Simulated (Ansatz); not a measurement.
# BC: the cost of one run

Program: Ansatz 0.2.0. Level of theory: DFT PBE, scalar-relativistic, plane waves, PAW. These are calculated values, not measurements.

The COD cell was measured well above room temperature, so it is larger than a cold one.

## (1) The starting structure

Symmetry: Fm-3m, No. 225, cubic system. Conventional cell: a = 3.850 Å, b = 3.850 Å, c = 3.850 Å, α = 90.00°, β = 90.00°, γ = 90.00°. B (site symmetry m-3m) has 6 C at 1.92 Å as nearest neighbours. Around C (site symmetry m-3m) lie 6 B at 1.92 Å.

Coordinates:

```
B C
1.0
     0.00000    1.92480    1.92480
     1.92480    0.00000    1.92480
     1.92480    1.92480    0.00000
B C
1 1
Cartesian
  0.0000 0.0000 0.0000
  1.9248 1.9248 1.9248
```

This is candidate A: rock salt type (Fm-3m, No. 225).

(A quick probe on a coarse mesh, which set the mesh and smearing, is not shown.)

## (3) Coarse relaxation (candidate A)

input.yaml reads:

```yaml
crystal:
  lattice:
    - [0.0, 1.9248031288, 1.9248031288]
    - [1.9248031288, 0.0, 1.9248031288]
    - [1.9248031288, 1.9248031288, 0.0]
  atoms:
    - { symbol: B, position: [0.0, 0.0, 0.0] }
    - { symbol: C, position: [0.5, 0.5, 0.5] }
basis:
  ecutwfc: 420
kpoints:
  mp_grid: { grid: [8, 8, 8] }
hamiltonian:
  xc: pbe
scf:
  occupations: { method: gaussian, width: 0.1 }
  lower_state_search: "off"
output:
  forces: true
  stress: true
  eigenvalues: true
relax:
  adjacent_minimum: "off"
  f_tol: 0.04
  max_steps: 70
  cell: { stress_tol: 0.4 }
```

The run is started by

```console
$ ansatz run input.yaml --threads 1 --pin off --max-ram 2560MiB --backend cpu --events-out ev --progress --plain --runs-dir out
```

**Question.** How long does this run take on 1 thread of an x86-64 CPU, shared host, and how much memory does it need?

About 7.5 s, with a peak of 0.29 GiB.
